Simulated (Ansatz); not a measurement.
# C2H10AlNO: basis-set convergence

Aim: see how fast density functionals converge with the basis set for C2H10AlNO.

Method: one geometry, several basis sets; program: Ansatz 0.2.0, Gaussian basis.

Plan: PBE0-D4/def2-SVP; ωB97M-V/def2-SVP; PBE0-D4/def2-QZVPP; ωB97M-V/def2-QZVPP; the functionals' def2-TZVPP values are taken from earlier runs.

**1. Structure used throughout**

All runs share one geometry, relaxed beforehand with PBE0-D4 in a triple-zeta def2 set.

SMILES `[CH3][Al-]([CH3])([NH3+])[OH]`, 15 atoms, charge 0, spin multiplicity 1.

Atoms are counted from 1 here; the program's logs count them from 0.

Bond lengths: C1–Al2 1.972 Å, C1–H6 1.096 Å, C1–H7 1.096 Å, C1–H8 1.096 Å, Al2–C3 1.972 Å, Al2–N4 2.052 Å, Al2–O5 1.746 Å, C3–H9 1.096 Å, C3–H10 1.096 Å, C3–H11 1.096 Å, N4–H12 1.013 Å, N4–H13 1.017 Å, N4–H14 1.013 Å, O5–H15 0.954 Å. Angles: Al2–C1–H6 111.3°, Al2–C1–H7 112.7°, Al2–C1–H8 112.4°, H6–C1–H7 106.3°, H6–C1–H8 106.1°, H7–C1–H8 107.5°, C1–Al2–C3 118.1°, C1–Al2–N4 104.0°, C1–Al2–O5 117.3°, C3–Al2–N4 104.0°, C3–Al2–O5 117.3°, N4–Al2–O5 89.0°, Al2–C3–H9 112.7°, Al2–C3–H10 111.3°, Al2–C3–H11 112.4°, H9–C3–H10 106.3°, H9–C3–H11 107.5°, H10–C3–H11 106.1° and more.

**2. PBE0-D4 in def2-SVP**

File in.yaml:

```yaml
crystal:
  periodic: [false, false, false]
  atoms:
    - {symbol: C, position_ang: [-1.846489, 0.629768, 0.031218]}
    - {symbol: Al, position_ang: [0.107451, 0.363364, 0.014805]}
    - {symbol: C, position_ang: [0.972065, -0.264129, 1.672488]}
    - {symbol: N, position_ang: [0.387155, -1.180349, -1.307796]}
    - {symbol: O, position_ang: [1.046235, 1.392391, -1.037173]}
    - {symbol: H, position_ang: [-2.125234, 1.498742, 0.637929]}
    - {symbol: H, position_ang: [-2.258203, 0.807439, -0.968729]}
    - {symbol: H, position_ang: [-2.381672, -0.225271, 0.460828]}
    - {symbol: H, position_ang: [2.019093, -0.550414, 1.521739]}
    - {symbol: H, position_ang: [0.973886, 0.516619, 2.441499]}
    - {symbol: H, position_ang: [0.455476, -1.124488, 2.114068]}
    - {symbol: H, position_ang: [0.903851, -1.967230, -0.932570]}
    - {symbol: H, position_ang: [0.952116, -0.730093, -2.024207]}
    - {symbol: H, position_ang: [-0.464017, -1.526885, -1.734934]}
    - {symbol: H, position_ang: [1.236388, 2.309836, -0.859566]}
basis:
  gaussian: {orbitals: def2-SVP}
hamiltonian: {xc: pbe0, dispersion: d4}
output: {orbitals: {seedname: orbitals}}
```

Started as:

```console
ansatz run in.yaml --threads 4 --pin off --events-out ev --progress --plain --max-ram 10444MiB
```

The runs that follow: ωB97M-V in def2-SVP; PBE0-D4 in def2-QZVPP; ωB97M-V in def2-QZVPP.

**Question.** What will the summary of the whole plan be? Wanted: PBE0-D4: double and triple zeta above quadruple; ωB97M-V: double and triple zeta above quadruple.

As calculated:

| quantity | value |
| --- | --- |
| PBE0-D4: double and triple zeta above quadruple | 9.80, 0.57 eV |
| ωB97M-V: double and triple zeta above quadruple | 10.07, 0.54 eV |

**Reading.** PBE0-D4 gains 9.24 eV from double to triple zeta, then 0.57 eV more. Total energies overstate the basis error of differences, where much of it tends to cancel. The LUMO of ωB97M-V is positive and keeps falling with the basis (2.28 to 0.96 eV): an unbound level that the basis holds in place.
